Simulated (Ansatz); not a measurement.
**C10H10Cl2Mo: a ladder of functionals and wavefunction methods**

The task here is to estimate one member of a computed series from the others.

The runs use Ansatz 0.2.0, Gaussian basis; functionals in def2-TZVPP, the program's frozen cores in correlated methods.

Levels to be run: LDA (SPW92), PBE-D4, revPBE-D4, BLYP-D4, r2SCAN-D4, B97M-V, PBE0-D4, B3LYP-D4, r2SCANh-D4, r2SCAN0-D4, HSE06-D4, BHLYP-D4, CAM-B3LYP-D4, LC-ωPBE, ωB97X-V, ωB97M-V, B2PLYP, PBE-QIDH; CCSD(T)/def2-SVP; CCSD(T)/def2-TZVPP; MP2/def2-QZVPP; extrapolation to the limit; RPA on PBE.

### The geometry

All runs share one geometry, relaxed beforehand with PBE0-D4 in a triple-zeta def2 set. Mo takes the def2 core potential; no spin-orbit term is included.

SMILES `[Cl][Mo]12345678([Cl])([C@H]9[C@@H]1[C@@H]2[C@@H]3[C@H]94)[C@H]1[C@@H]5[C@@H]6[C@@H]7[C@H]18`, 23 atoms, charge 0, spin multiplicity 1.

Atoms are counted from 1 here; the program's logs count them from 0.

Bond lengths: Cl1–Mo2 2.444 Å, Mo2–Cl3 2.443 Å, Mo2–C4 2.362 Å, Mo2–C5 2.272 Å, Mo2–C6 2.235 Å, Mo2–C7 2.272 Å, Mo2–C8 2.362 Å, Mo2–C9 2.235 Å, Mo2–C10 2.271 Å, Mo2–C11 2.361 Å, Mo2–C12 2.363 Å, Mo2–C13 2.273 Å, C4–C5 1.417 Å, C4–C8 1.401 Å, C4–H14 1.077 Å, C5–C6 1.428 Å, C5–H15 1.078 Å, C6–C7 1.428 Å and more. Angles: Cl1–Mo2–Cl3 82.4°, Cl1–Mo2–C4 75.1°, Cl1–Mo2–C5 90.0°, Cl1–Mo2–C6 126.9°, Cl1–Mo2–C7 132.2°, Cl1–Mo2–C8 97.6°, Cl1–Mo2–C9 126.7°, Cl1–Mo2–C10 89.8°, Cl1–Mo2–C11 75.1°, Cl1–Mo2–C12 97.8°, Cl1–Mo2–C13 132.4°, Cl3–Mo2–C4 97.7°, Cl3–Mo2–C5 132.3°, Cl3–Mo2–C6 126.8°, Cl3–Mo2–C7 89.9°, Cl3–Mo2–C8 75.1°, Cl3–Mo2–C9 126.9°, Cl3–Mo2–C10 132.2° and more.

The first run:

Contents of in.yaml:

```yaml
crystal:
  periodic: [false, false, false]
  atoms:
    - {symbol: Cl, position_ang: [0.707743, -0.070729, -2.690834]}
    - {symbol: Mo, position_ang: [0.178171, -0.240444, -0.311376]}
    - {symbol: Cl, position_ang: [1.165869, -2.458937, -0.581839]}
    - {symbol: C, position_ang: [-1.863458, -0.664552, -1.421280]}
    - {symbol: C, position_ang: [-1.907089, 0.565659, -0.718824]}
    - {symbol: C, position_ang: [-1.771967, 0.245628, 0.666101]}
    - {symbol: C, position_ang: [-1.575525, -1.162057, 0.800433]}
    - {symbol: C, position_ang: [-1.663296, -1.706114, -0.505583]}
    - {symbol: C, position_ang: [0.658804, 1.259661, 1.274190]}
    - {symbol: C, position_ang: [1.099363, 1.806957, 0.031468]}
    - {symbol: C, position_ang: [2.183785, 1.001906, -0.399752]}
    - {symbol: C, position_ang: [2.378822, -0.033631, 0.523849]}
    - {symbol: C, position_ang: [1.422498, 0.088094, 1.562487]}
    - {symbol: H, position_ang: [-1.878799, -0.773166, -2.492445]}
    - {symbol: H, position_ang: [-2.085336, 1.537464, -1.149644]}
    - {symbol: H, position_ang: [-1.887976, 0.938470, 1.480167]}
    - {symbol: H, position_ang: [-1.460065, -1.720735, 1.714908]}
    - {symbol: H, position_ang: [-1.501200, -2.738688, -0.764327]}
    - {symbol: H, position_ang: [-0.067882, 1.706842, 1.928444]}
    - {symbol: H, position_ang: [0.738406, 2.699524, -0.453003]}
    - {symbol: H, position_ang: [2.707295, 1.107766, -1.334648]}
    - {symbol: H, position_ang: [3.075103, -0.846716, 0.408030]}
    - {symbol: H, position_ang: [1.346726, -0.542222, 2.433499]}
basis:
  gaussian: {orbitals: def2-TZVPP}
hamiltonian: {xc: lda}
output: {orbitals: {seedname: orbitals}}
```

Run with:

```sh
ansatz run in.yaml --threads 11 --pin off --events-out ev --progress --plain --max-ram 174080MiB --backend cuda --devices 0, --max-vram 75GiB
```

Among the steps run: LDA; PBE-D4 (GGA); revPBE-D4 (GGA); BLYP-D4 (GGA); r2SCAN-D4 (meta-GGA); B97M-V (meta-GGA); B3LYP-D4 (hybrid); r2SCANh-D4 (hybrid); r2SCAN0-D4 (hybrid); HSE06-D4 (hybrid); BHLYP-D4 (hybrid); CAM-B3LYP-D4 (range-separated); LC-ωPBE (range-separated); ωB97X-V (range-separated); ωB97M-V (range-separated); B2PLYP (double hybrid); PBE-QIDH (double hybrid).

One of the session's tables, all rows but one given; the rest of the session is left out.

It belongs to the step «Orbital energies across the functionals». 

| functional | HOMO (eV) | LUMO (eV) | gap (eV) |
| --- | --- | --- | --- |
| LDA (SPW92) | -4.56 | -2.63 | 1.92 |
| PBE-D4 | -4.36 | -2.38 | 1.98 |
| revPBE-D4 | -4.28 | -2.29 | 2.00 |
| BLYP-D4 | -4.22 | -2.21 | 2.01 |
| r2SCAN-D4 | -4.54 | -2.23 | 2.31 |
| B97M-V | ? | ? | ? |
| PBE0-D4 | -5.51 | -1.45 | 4.05 |
| B3LYP-D4 | -5.31 | -1.64 | 3.67 |
| r2SCANh-D4 | -4.98 | -1.88 | 3.10 |
| r2SCAN0-D4 | -5.66 | -1.36 | 4.30 |
| HSE06-D4 | -5.11 | -1.83 | 3.28 |
| BHLYP-D4 | -6.68 | -0.32 | 6.36 |
| CAM-B3LYP-D4 | -6.86 | -0.34 | 6.52 |
| LC-ωPBE | -8.18 | 0.68 | 8.86 |
| ωB97X-V | -7.85 | 0.66 | 8.51 |
| ωB97M-V | -7.81 | 0.60 | 8.41 |

Q: Estimate the row for B97M-V from the others.

As computed: HOMO (eV): -4.59; LUMO (eV): -2.09; gap (eV): 2.50. In the column «HOMO (eV)» it lies between r2SCANh-D4 (-4.98) and LDA (SPW92) (-4.56).
